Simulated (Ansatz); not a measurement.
# Pt3Se2: the cost of one run

Program: Ansatz 0.2.0. Level of theory: DFT PBE, scalar-relativistic, plane waves, PAW. These are calculated values, not measurements.

## 1. The system as given

The structure is tetragonal, space group P4/mmm (No. 123). Conventional cell: a = 4.538 Å, b = 4.538 Å, c = 5.603 Å, α = 90.00°, β = 90.00°, γ = 90.00°. Around Pt (site symmetry 4/mmm) lie 4 Se at 2.27 Å. Pt (site symmetry mmm) has 2 Se at 2.80 Å and 4 Pt at 3.21 Å in its first shell of neighbours. Around Se (site symmetry mmm) lie 4 Pt at 2.27 to 2.80 Å.

Coordinates:

```xyz
5
Lattice="4.5378 0.0000 0.0000 0.0000 4.5378 0.0000 0.0000 0.0000 5.6035" Properties=species:S:1:pos:R:3 pbc="T T T"
Pt    0.0000    0.0000    2.8017
Pt    0.0000    2.2689    0.0000
Pt    2.2689    0.0000    0.0000
Se    0.0000    2.2689    2.8017
Se    2.2689    0.0000    2.8017
```

A structure generator made this guess: random cell by space group and Wyckoff sites (P4/mmm, No. 123). Its size is a rough estimate.

## 2. The guess as it stands, on a coarse mesh

Input file input.yaml:

```yaml
crystal:
  lattice:
    - [4.53780765, 0.0, 0.0]
    - [0.0, 4.53780765, 0.0]
    - [0.0, 0.0, 5.60349198]
  atoms:
    - { symbol: Pt, position: [0.0, 0.0, 0.5] }
    - { symbol: Pt, position: [0.0, 0.5, 0.0] }
    - { symbol: Pt, position: [0.5, 0.0, 0.0] }
    - { symbol: Se, position: [0.0, 0.5, 0.5] }
    - { symbol: Se, position: [0.5, 0.0, 0.5] }
basis:
  ecutwfc: 420
kpoints:
  mp_grid: { grid: [4, 4, 4] }
hamiltonian:
  xc: pbe
scf:
  occupations: { method: gaussian, width: 0.1 }
  lower_state_search: "off"
output:
  forces: true
  stress: true
  eigenvalues: true
```

Run with:

```console
$ ansatz run input.yaml --threads 1 --pin off --max-ram 2560MiB --backend cpu --events-out ev --progress --plain --runs-dir out
```

What time and memory should one allow on 1 thread of Arm Neoverse N1, shared host?

About 10 s, with a peak of 0.4 GiB.
